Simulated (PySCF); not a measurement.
# C5H6F2: the cost of one run

Programs: PySCF 2.14.0, with density-fitted response routines of our own. Each step states its level of theory. These are calculated values for one molecule in the gas phase, unless marked as measured. Atoms count from 0, in the outputs and in this text.

## (1) The molecule as given

13 atoms, charge 0, multiplicity 1; geometry from: PBE0-D3(BJ)/def2-SVP.

Bonds of the start (Å): C0–C1 1.45, C1–C2 1.21, C2–C3 1.47, C3–C4 1.51, C3–F5 1.36, C3–F6 1.36, C0–H7 1.10, C0–H8 1.10, C0–H9 1.10, C4–H10 1.10, C4–H11 1.10, C4–H12 1.10.

## (2) Shielding tensors: PBE0/6-31G*

Job settings and geometry (Å):

```
{"job": {"kind": "nmr", "xc": "PBE0", "basis": "6-31G*", "pop": true}, "charge": 0, "multiplicity": 1}
C      2.702834     0.436799     0.369319
C      1.344451     0.014969     0.081960
C      0.214219    -0.340827    -0.165159
C     -1.173749    -0.733479    -0.447243
C     -2.196974     0.266266     0.031960
F     -1.325687    -0.914716    -1.787745
F     -1.427013    -1.940183     0.129980
H      3.180109     0.854511    -0.530504
H      3.313181    -0.412207     0.713987
H      2.719787     1.209615     1.153075
H     -2.114104     0.397134     1.118497
H     -3.197643    -0.113437    -0.217597
H     -2.036982     1.232356    -0.464023
```

Method: GIAO PBE0/6-31G* NMR shielding, non-relativistic, gas phase.

Launch:

```sh
OMP_NUM_THREADS=1 python probes_run.py task.json out
```

This one command runs all jobs of the session in turn.

**Question.** How long does this first job take on 1 thread of Arm Neoverse V1, shared host, and how much memory does it need?

About 11 s, with a peak of 0.58 GiB.
